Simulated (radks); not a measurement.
# Sc¹⁹⁺ in [He]: an all-electron calculation

Aim: the levels, the sizes of the orbitals and the parts of the energy of the scandium ion Sc19+.

Method: scalar-relativistic Kohn-Sham, TASK exchange with Perdew-Wang LDA correlation, spin-polarised, spherical densities, finite nucleus. Code: radks (a radial shooting solver on a logarithmic mesh, Libxc functionals) version 1.

**1. The system**

* element: scandium (Z = 21)
* charge: +19
* electrons: 2
* configuration: [He]
* nuclear rms radius: 3.5459 fm

Outer shells as boxes (Hund's rule):

Sc¹⁹⁺
```
1s [↑↓]
```

**2. The run**

Input:

```text
Z 21
configuration [He]
relativity scalar-relativistic
functional task,pw
spin polarised
nucleus finite rms 3.5459 fm
c 137.035999084
```

What does the calculation give?

The runs gave:

```
                        quantity                     value
                    total energy        -430.74646 hartree
exchange-correlation share of it                    3.08 %
                            −T/E                    1.0113
          highest occupied level            1s, -5566.8 eV
    most extended occupied level  1s up, <r> = 0.0722 bohr
 radius at density 0.001 e/bohr³                0.378 bohr
    maxima of the radial density                         1
         ionisation energy, NIST        5674.9 (theory) eV
```

**Reading.** 1 principal shells are occupied and 1 maxima appear in the radial density. −T/E is 1.011: with relativity the kinetic term as defined here no longer equals −E. The top level binds by 5566.8 eV, 98 % of the NIST ionisation energy of 5674.9 eV. 
